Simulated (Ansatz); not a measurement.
# C2H5BN (charge +1): two geometries relaxed

All numbers below are computed with Ansatz 0.2.0 (RKS PBE-D4/def2-SVP).

## Step 1: The system as given

Bond lengths: B1–C2 1.594 Å, C2–N3 1.359 Å, N3–C4 1.143 Å, B1–H5 1.162 Å, B1–H6 1.163 Å, C2–H7 1.097 Å, C2–H8 1.097 Å, C4–H9 1.061 Å. Angles: B1–C2–N3 114.6°, B1–C2–H7 109.5°, B1–C2–H8 108.9°, N3–C2–H7 108.6°, N3–C2–H8 108.6°, H7–C2–H8 106.3°, C2–B1–H5 116.4°, C2–B1–H6 120.7°, H5–B1–H6 122.9°, C2–N3–C4 176.0°, N3–C4–H9 178.9°.

As a file:

```xyz
9

B    -0.4033    1.3050   -0.5773
C     0.5518    0.3216    0.2361
N     0.1098   -0.9608    0.3150
C    -0.3260   -2.0173    0.3382
H    -0.0487    2.4068   -0.6747
H    -1.3995    0.9195   -1.0367
H     1.5491    0.3198   -0.2204
H     0.6792    0.7105    1.2542
H    -0.7123   -3.0050    0.3655
```

## Step 2: End point A

The input, input.yaml:

```yaml
crystal:
  periodic: [false, false, false]
  atoms:
    - { symbol: B, position_ang: [-0.40335, 1.30495, -0.57727] }
    - { symbol: C, position_ang: [0.55178, 0.32162, 0.23611] }
    - { symbol: "N", position_ang: [0.10984, -0.96078, 0.31505] }
    - { symbol: C, position_ang: [-0.32599, -2.0173, 0.33819] }
    - { symbol: H, position_ang: [-0.04872, 2.40675, -0.67469] }
    - { symbol: H, position_ang: [-1.39953, 0.9195, -1.03665] }
    - { symbol: H, position_ang: [1.54907, 0.31979, -0.22036] }
    - { symbol: H, position_ang: [0.67918, 0.71046, 1.25416] }
    - { symbol: H, position_ang: [-0.71228, -3.00501, 0.36547] }
total_charge: 1
basis:
  gaussian: { orbitals: def2-SVP }
hamiltonian:
  xc: pbe
  dispersion: d4
relax:
  f_tol: 0.02
  max_steps: 50
```

Command:

```console
$ ansatz run input.yaml --threads 1 --pin off --max-ram 2048MiB --backend cpu --events-out ev --progress --plain --runs-dir out
```

**Question.** How long does this run take on 1 thread of an Arm CPU, shared host, and how much memory does it need?

About 14 s, with a peak of 0.12 GiB.
